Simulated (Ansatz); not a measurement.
Run this with the Ansatz DFT code, driven from Python and show what comes out.

The script, `run_scan.py`:
```python
# -*- coding: utf-8 -*-
"""Stretching a bond of F2HSeSn, the rest held rigid."""

import ansatz as az
import numpy as np

GEOMETRY = """
F    -0.15240   -1.83670    1.65120
Sn    0.26780   -0.11680    0.78020
F     1.99420   -0.27420   -0.04950
Se   -1.37950    0.44790   -1.01960
H    -0.68020    1.70620   -1.40370
"""


def main():
    system = az.Crystal.molecule()
    for line in GEOMETRY.strip().splitlines():
        symbol, *xyz = line.split()
        system = system.atom(symbol, [float(v) for v in xyz])

    symbols = [site.symbol for site in system.cartesian_sites]
    start = np.array([site.position_ang for site in system.cartesian_sites])
    axis = (start[4] - start[3]) / np.linalg.norm(start[4] - start[3])
    moving = [4]
    lengths, energies = [1.311, 1.371, 1.43, 1.49, 1.55, 1.609, 1.669, 1.758], []
    for length in lengths:
        xyz = start.copy()
        xyz[moving] += (length - np.linalg.norm(start[4] - start[3])) * axis
        point = az.Crystal.molecule()
        for symbol, place in zip(symbols, xyz):
            point = point.atom(symbol, place.tolist())
        calculation = point.calculation().basis(gaussian="def2-SVP").functional("hf").spin("collinear", total=1)
        r = calculation.run().report
        energies.append(r["free_energy_ev"])
        print(f"r = {length:6.3f} A  E = {energies[-1]:.5f} eV  <S^2> = {abs(r['mean_field']['state']['spin_squared']):.3f}")

    # quartic fit about the minimum
    fit = np.polynomial.Polynomial.fit(lengths, np.array(energies) - min(energies), 4).convert()
    roots = [r.real for r in fit.deriv().roots() if abs(r.imag) < 1e-9 and fit.deriv(2)(r.real) > 0]
    r_e = min(roots, key=lambda r: abs(r - lengths[int(np.argmin(energies))]))
    print(f"minimum of the fit at {r_e:.4f} A, force constant {fit.deriv(2)(r_e):.2f} eV/A^2")


if __name__ == "__main__":
    main()
```

Running `python run_scan.py` prints:
```text
r =  1.311 A  E = -76524.92405 eV  <S^2> = 0.771
r =  1.371 A  E = -76525.14939 eV  <S^2> = 0.771
r =  1.430 A  E = -76525.24247 eV  <S^2> = 0.771
r =  1.490 A  E = -76525.23794 eV  <S^2> = 0.771
r =  1.550 A  E = -76525.15799 eV  <S^2> = 0.770
r =  1.609 A  E = -76525.02453 eV  <S^2> = 0.770
r =  1.669 A  E = -76524.84779 eV  <S^2> = 0.770
r =  1.758 A  E = -76524.53368 eV  <S^2> = 0.771
minimum of the fit at 1.4562 A, force constant 24.73 eV/A^2
```

Total energies depend on the basis set; only differences at equal settings carry meaning. The rest of the molecule is held rigid at a force-field or estimated start geometry, and the basis set is modest; single-reference methods fail as a bond breaks. def2 sets replace the cores of elements past krypton by effective core potentials. The run takes the species as open-shell (spin multiplicity 2), which needn't be its ground state. Hartree-Fock leaves correlation out, so bond, atomisation and ionisation energies come out well too low. Spin-orbit coupling of the heavy open-shell atom is left out. Finished in 27 s on 1 thread of Arm Neoverse V2 (shared host), peak memory 0.34 GiB.
